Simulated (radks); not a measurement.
**W³¹⁺ in [Kr] 4d6 5s1: an all-electron calculation**

Wanted: eigenvalues, radial structure and energy terms of the tungsten ion W31+.

Method: scalar-relativistic Kohn-Sham, MS2 meta-GGA, spin-unpolarised, spherical densities, finite nucleus. Code: radks (a radial shooting solver on a logarithmic mesh, Libxc functionals) version 1.

## (1) Starting point

- element: tungsten (Z = 74)
- charge: +31
- electrons: 43
- configuration: [Kr] 4d6 5s1
- nuclear rms radius: 5.3658 fm

Outer shells as boxes (Hund's rule):

W³¹⁺
```
[Kr] core
4d [↑↓][↑ ][↑ ][↑ ][↑ ]
5s [↑ ]
```

## (2) Self-consistent calculation

Input:

```text
Z 74
configuration [Kr] 4d6 5s1 5p0 6s0 4f0 5d0
relativity scalar-relativistic
functional ms2,regtpss
spin unpolarised
nucleus finite rms 5.3658 fm
c 137.035999084
```

What does the calculation give?

As calculated:

| quantity | value |
| --- | --- |
| total energy | -15628.6207 hartree |
| exchange-correlation share of it | 1.75 % |
| −T/E | 1.1052 |
| highest occupied level | 5s, -873.15 eV |
| most extended occupied level | 5s, <r> = 0.748 bohr |
| radius at density 0.001 e/bohr³ | 1.44 bohr |
| maxima of the radial density | 4 |

The radial density shows 4 maxima for 5 occupied principal shells; where shells overlap, one shows as a shoulder or not at all. −T/E is 1.105: with relativity the kinetic term as defined here no longer equals −E. This is not the tabulated ground configuration, so its levels and sizes aren't those of the ground state, and no measured value stands beside it.
